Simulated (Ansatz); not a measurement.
# Cl: the cost of one run

All numbers below are computed with Ansatz 0.2.0 (DFT LDA, plane waves, PAW, scalar-relativistic, no spin polarisation).

### 1 The structure to begin with

The cell holds 20 atoms (Cl20): a = 9.379 Å, b = 9.379 Å, c = 9.379 Å, α = 90.00°, β = 90.00°, γ = 90.00°.

The coordinates stand in the first input below.

### 2 Preparing the start

Input file input.yaml:

```yaml
accuracy: low
crystal:
  lattice:
    - [9.378887, 0.0, 0.0]
    - [0.0, 9.378887, 0.0]
    - [0.0, 0.0, 9.378887]
  atoms:
    - { symbol: Cl, position: [0.7815043, 0.3693298, 0.144687] }
    - { symbol: Cl, position: [0.6743167, 0.501322, 0.0133452] }
    - { symbol: Cl, position: [0.5369329, 0.8508281, 0.4611381] }
    - { symbol: Cl, position: [0.3870043, 0.7189588, 0.5404712] }
    - { symbol: Cl, position: [0.6730347, 0.8710276, 1.0179733] }
    - { symbol: Cl, position: [0.6796571, 0.9063214, 0.8061424] }
    - { symbol: Cl, position: [0.1503466, 0.9739659, 0.1750341] }
    - { symbol: Cl, position: [0.0363417, 0.7924003, 0.189128] }
    - { symbol: Cl, position: [0.1234277, 0.4547539, 0.5233433] }
    - { symbol: Cl, position: [-0.0229004, 0.305181, 0.4745801] }
    - { symbol: Cl, position: [0.2819415, 0.2959289, -0.014065] }
    - { symbol: Cl, position: [0.1420185, 0.3141097, 0.1479622] }
    - { symbol: Cl, position: [0.1447353, 0.9631582, 0.5609541] }
    - { symbol: Cl, position: [0.0020795, 0.8359609, 0.6590968] }
    - { symbol: Cl, position: [0.6084312, 0.2891914, 0.4724717] }
    - { symbol: Cl, position: [0.5454815, 0.1967247, 0.6559084] }
    - { symbol: Cl, position: [0.9753064, 0.3017525, 0.8574534] }
    - { symbol: Cl, position: [0.9350428, 0.0992877, 0.9170243] }
    - { symbol: Cl, position: [0.4505149, 0.6333191, 0.2344112] }
    - { symbol: Cl, position: [0.3099256, 0.6187499, 0.0725959] }
basis:
  ecutwfc: 420.0
kpoints:
  mp_grid: { grid: [1, 1, 1] }
hamiltonian:
  xc: lda
scf:
  occupations: { method: fermi_dirac, width: 0.05 }
  lower_state_search: "off"
relax:
  f_tol: 0.3
  max_steps: 15
  adjacent_minimum: "off"
output:
  write_density: true
  write_potential: true
  elf: true
  volumetric_format: npy
```

Launch:

```bash
ansatz run input.yaml --threads 1 --pin off --max-ram 3072MiB --backend cpu --events-out ev --progress --plain --runs-dir out
```

What time and memory should one allow on 1 thread of Arm Neoverse V1, shared host?

About 45 s, with a peak of 0.51 GiB.
